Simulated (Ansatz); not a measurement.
# SiC15 (Diamond): the cost of one run

Computed with Ansatz 0.2.0 (DFT PBE, scalar-relativistic, plane waves, PAW, unless a step's input says otherwise).

3 further runs of the same task are left out: 3 set aside as unsound or not needed.

### Step 1. The starting structure

Symmetry: Fd-3m, No. 227, cubic system. Conventional cell: a = 3.571 Å, b = 3.571 Å, c = 3.571 Å, α = 90.00°, β = 90.00°, γ = 90.00°. C (site symmetry -43m) is surrounded by 4 C at 1.55 Å.

Coordinates:

```cif
data_structure
_symmetry_space_group_name_H-M 'Fd-3m:1'
_symmetry_Int_Tables_number 227
_cell_length_a 3.5715
_cell_length_b 3.5715
_cell_length_c 3.5715
_cell_angle_alpha 90.000
_cell_angle_beta 90.000
_cell_angle_gamma 90.000
_cell_volume 45.56
loop_
_atom_site_label
_atom_site_type_symbol
_atom_site_symmetry_multiplicity
_atom_site_Wyckoff_symbol
_atom_site_fract_x
_atom_site_fract_y
_atom_site_fract_z
_atom_site_occupancy
C1 C 8 b 0.00000 0.00000 0.50000 1
```

It is the result of an earlier relaxation at this level (volume 5.69 Å³/atom; gap on the mesh: 4.15 eV).

The perfect supercell (rows 0 -2 2; 0 0 2; -2 0 2 in vectors of this cell) comes from an earlier run at this level (16 atoms, E(σ→0) -4012.8483 eV, gap 4.15 eV on its own mesh).

### Step 2. Making the defect

The atom at (0.500, 0.500, 0.500) of the supercell is replaced. The other atoms start on their ideal sites. Its neighbours are 4 C at 1.55 Å.

### Step 3. Relaxation at the host's cell

input.yaml

```yaml
crystal:
  lattice:
    - [0.0, 3.5714737334, -3.5714737334]
    - [3.5714737334, 3.5714737334, 0.0]
    - [3.5714737334, 0.0, -3.5714737334]
  atoms:
    - { symbol: Si, position: [0.5, 0.5, 0.5] }
    - { symbol: C, position: [0.5, 0.0, 0.5] }
    - { symbol: C, position: [1.0, 0.5, 0.5] }
    - { symbol: C, position: [1.0, 0.0, 0.5] }
    - { symbol: C, position: [0.5, 0.5, 1.0] }
    - { symbol: C, position: [0.5, 0.0, 1.0] }
    - { symbol: C, position: [1.0, 0.5, 1.0] }
    - { symbol: C, position: [1.0, 0.0, 1.0] }
    - { symbol: C, position: [0.375, 0.375, 0.375] }
    - { symbol: C, position: [0.375, 0.875, 0.375] }
    - { symbol: C, position: [0.875, 0.375, 0.375] }
    - { symbol: C, position: [0.875, 0.875, 0.375] }
    - { symbol: C, position: [0.375, 0.375, 0.875] }
    - { symbol: C, position: [0.375, 0.875, 0.875] }
    - { symbol: C, position: [0.875, 0.375, 0.875] }
    - { symbol: C, position: [0.875, 0.875, 0.875] }
  host:
    lattice:
      - [0.0, 1.7857368667, 1.7857368667]
      - [1.7857368667, 0.0, 1.7857368667]
      - [1.7857368667, 1.7857368667, 0.0]
    atoms:
      - { symbol: C, position: [0.0, 0.0, 0.0] }
      - { symbol: C, position: [0.25, 0.25, 0.25] }
basis:
  ecutwfc: 420
  xc_grid: 2
kpoints:
  mp_grid: { grid: [3, 3, 3], shift: [0.0, 0.0, 0.0] }
hamiltonian:
  xc: pbe
scf:
  occupations: { method: gaussian, width: 0.01 }
output:
  forces: true
  stress: false
  eigenvalues: true
  charged_corrections: { defect_position: [0.5, 0.5, 0.5] }
relax:
  adjacent_minimum: "off"
  f_tol: 0.025
  max_steps: 45
```

Launch:

```sh
ansatz run input.yaml --threads 2 --pin off --max-ram 5120MiB --backend cpu --events-out ev --progress --plain --runs-dir out
```

What time and memory should one allow on 2 threads of Intel Xeon at 2.50GHz (Skylake/Cascade Lake), shared host?

About 10 s, with a peak of 0.36 GiB.
